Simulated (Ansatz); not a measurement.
# CdInS2: the cost of one run

Program: Ansatz 0.2.0. Level of theory: DFT PBE, scalar-relativistic, plane waves, PAW. These are calculated values, not measurements.

40 further runs of the same task are left out: 40 set aside as unsound or not needed.

## Step 1: The system as given

Symmetry: P-3m1, No. 164, trigonal system. The conventional cell has a = 3.871 Å, b = 3.871 Å, c = 6.811 Å, α = 90.00°, β = 90.00°, γ = 120.00°. Cd (site symmetry -3m) has 6 S at 2.78 Å as nearest neighbours. In (site symmetry -3m) has 6 S at 2.84 Å as nearest neighbours. S (site symmetry 3m) has 3 Cd at 2.78 Å and 3 In at 2.84 Å as nearest neighbours.

Coordinates:

```cif
data_structure
_symmetry_space_group_name_H-M 'P-3m1'
_symmetry_Int_Tables_number 164
_cell_length_a 3.8709
_cell_length_b 3.8709
_cell_length_c 6.8111
_cell_angle_alpha 90.000
_cell_angle_beta 90.000
_cell_angle_gamma 120.000
_cell_volume 88.38
loop_
_atom_site_label
_atom_site_type_symbol
_atom_site_symmetry_multiplicity
_atom_site_Wyckoff_symbol
_atom_site_fract_x
_atom_site_fract_y
_atom_site_fract_z
_atom_site_occupancy
Cd1 Cd 1 a 0.00000 0.00000 0.00000 1
In1 In 1 b 0.00000 0.00000 0.50000 1
S1 S 2 d 0.66667 0.33333 0.75786 1
```

It goes back to an entry of the Materials Project, which need not be the stable form.

It is the result of an earlier relaxation at this level (volume 22.10 Å³/atom; gap on the mesh: none (metal)).

## Step 2: Plan of the line

Atoms count from 1 in the order of the input.

The energy is mapped over a free internal coordinate and the cell.

First coordinate, shift of S3 along [0 0 1], its symmetry partners moved as symmetry demands (measured in the relaxed cell): 9 values from −0.333 Å. Second coordinate, c/a of the conventional cell at fixed volume: 9 values from 1.408 to 2.111.

Nothing else is relaxed (all other coordinates fixed). Energies count from the relaxed crystal. Points are written as (first, second).

## Step 3: Grid point (0.250 Å, 1.408)

The input, input.yaml:

```yaml
crystal:
  lattice:
    - [4.169726661, 0.0, 0.0]
    - [-2.0848633305, 3.6110892153, 0.0]
    - [0.0, 0.0, 5.8697242207]
  atoms:
    - { symbol: Cd, position: [0.0, 0.0, 0.0] }
    - { symbol: In, position: [0.0, 0.0, 0.5] }
    - { symbol: S, position: [0.6666666667, 0.3333333333, 0.7945164209] }
    - { symbol: S, position: [0.3333333333, 0.6666666667, 0.2054835791] }
basis:
  ecutwfc: 420
kpoints:
  mp_grid: { grid: [12, 12, 6] }
hamiltonian:
  xc: pbe
scf:
  occupations: { method: gaussian, width: 0.15 }
output:
  forces: true
  stress: true
  eigenvalues: true
```

Launch:

```console
ansatz run input.yaml --threads 2 --pin off --max-ram 4096MiB --backend cpu --events-out ev --progress --plain --runs-dir out
```

Q: Estimate wall time and peak memory on 2 threads of Intel Xeon at 2.70GHz, shared host.

About 6.1 s, with a peak of 0.51 GiB.
